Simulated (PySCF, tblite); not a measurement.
**C3H5AlCl2S: geometry, infrared bands and NMR shifts**

What infrared bands and NMR shifts should C3H5AlCl2S (`CS/C=[CH]/[Al]([Cl])[Cl]`) show?

The runs use tblite 0.8.0 and PySCF 2.14.0, with density-fitted response routines of our own; the level of theory stands in each step. All values are computed, except where a source is named. Atoms are numbered from 0 throughout.

### Step 1. Starting geometry

12 atoms, charge 0, multiplicity 1; geometry from: force field or distance geometry start.

Bonds of the start (Å): C0–S1 1.80, S1–C2 1.80, C2–C3 1.34, C3–Al4 1.96, Al4–Cl5 2.21, Al4–Cl6 2.22, C0–H7 1.11, C0–H8 1.11, C0–H9 1.10, C2–H10 1.08, C3–H11 1.09.

### Step 2. Relaxing the molecule with GFN2-xTB

What the job is given:

```
{"job": {"kind": "relax", "xc": "GFN2-xTB", "basis": "xTB"}, "charge": 0, "multiplicity": 1}
C     -2.355100    -0.462600    -0.046500
S     -1.293500    -1.398700     1.068600
C      0.232300    -0.807800     0.322000
C      0.826800     0.297400     0.777600
Al     2.487700     0.973200    -0.021300
Cl     3.439000     2.795200     0.779000
Cl     3.389600    -0.068900    -1.759100
H     -3.417500    -0.661400     0.212200
H     -2.166900     0.624700     0.068200
H     -2.182600    -0.767400    -1.092100
H      0.635400    -1.352400    -0.524300
H      0.406000     0.828000     1.630800
```

Command:

```console
> OMP_NUM_THREADS=1 python probes_run.py task.json out
```

One launch serves the whole session: the jobs run in the order shown.

**Question.** This job is followed by: GFN2-xTB harmonic vibrations, gas phase; GIAO PBE0/pcSseg-1 NMR shielding, non-relativistic, gas phase. Predict these results of the whole session: strongest single infrared mode (GFN2-xTB); zero-point energy (GFN2-xTB); ¹³C shifts against TMS (PBE0/pcSseg-1); ¹H shifts against TMS (PBE0/pcSseg-1, means over atoms taken as alike); ³³S shifts against CS2 (PBE0/pcSseg-1); ²⁷Al shifts against AlH4- (PBE0/pcSseg-1); ³⁵Cl shifts against HCl (PBE0/pcSseg-1, means over atoms taken as alike); surface potential, 1st and 99th percentile.

As calculated:

| quantity | value |
| --- | --- |
| strongest single infrared mode (GFN2-xTB) | 1543 cm⁻¹, 303 km/mol |
| zero-point energy (GFN2-xTB) | 45.2 kcal/mol |
| ¹³C shifts against TMS (PBE0/pcSseg-1) | 172.1, 125.2, 21.4 ppm |
| ¹H shifts against TMS (PBE0/pcSseg-1, means over atoms taken as alike) | 6.99, 5.93, 2.33 ppm |
| ³³S shifts against CS2 (PBE0/pcSseg-1) | 68 ppm |
| ²⁷Al shifts against AlH4- (PBE0/pcSseg-1) | 101.0 ppm |
| ³⁵Cl shifts against HCl (PBE0/pcSseg-1, means over atoms taken as alike) | 14 ppm |
| surface potential, 1st and 99th percentile | -0.63 V and 2.47 V |

What this shows: Over 118 steps the energy fell by 0.756 eV; of the close pairs, Al4–Cl6 changed most, 2.218 to 2.036 Å. No mode is imaginary among the 30: a minimum at this level. The strongest single mode, at 1543 cm⁻¹, moves mainly C2 and C3. GFN2-xTB is a fitted tight-binding method: band positions and strengths are rough. Its intensities can rank the bands wrongly. At PBE0/pcSseg-1: The widest tensor belongs to S1: span 469 ppm, with a paramagnetic part of -620 ppm. At PBE0/pcSseg-1, counted by nearest atom on the grid, the HOMO lies on S1 55 %; C3 24 %, the LUMO on Al4 38 %; C2 21 %.
